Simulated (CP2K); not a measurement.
Runs of CP2K 2026.2 on AgRh. All rows change the cell; the cell of one of them follows. Symmetry: P-6m2, No. 187, hexagonal system. Conventional cell: a = 2.778 Å, b = 2.778 Å, c = 4.809 Å, α = 90.00°, β = 90.00°, γ = 120.00°. Ag (site symmetry -6m2) has 6 Ag at 2.78 Å and 6 Rh at 2.89 Å as nearest neighbours. Rh (site symmetry -6m2) is surrounded by 6 Rh at 2.78 Å and 6 Ag at 2.89 Å. The cell comes from a database or a generator and needn't be the stable form of this composition.

```tsv
cell	gap on the mesh (eV)	pressure (GPa)
strain_c = 0	none	(b)
strain_c = -0.02	none	1.1
strain_c = 0.06	none	-7.8
strain_c = 0.04	none	-6.2
strain_c = 0.02	none	(a)
strain_c = -0.04	none	4.6
```

Alike in all rows: task band structure; level PBE; potentials or basis POTENTIAL_UZH Ag GTH-PBE-q11, Rh GTH-PBE-q17; TZVP-MOLOPT-PBE-GTH basis; no spin polarisation; k mesh 11 × 11 × 6; smearing fermi-dirac 0.05 eV.

Task: Fill in the values left out.

Result: (a) -4.2; (b) -1.8.

Caveats: the basis of atomic orbitals isn't converged, which shifts pressures, moduli and gaps.

A k mesh can miss the band edges, and the runs leave out spin-orbit coupling on Ag, Rh.

A gap of «none» marks a metal or a gap under the smearing width.
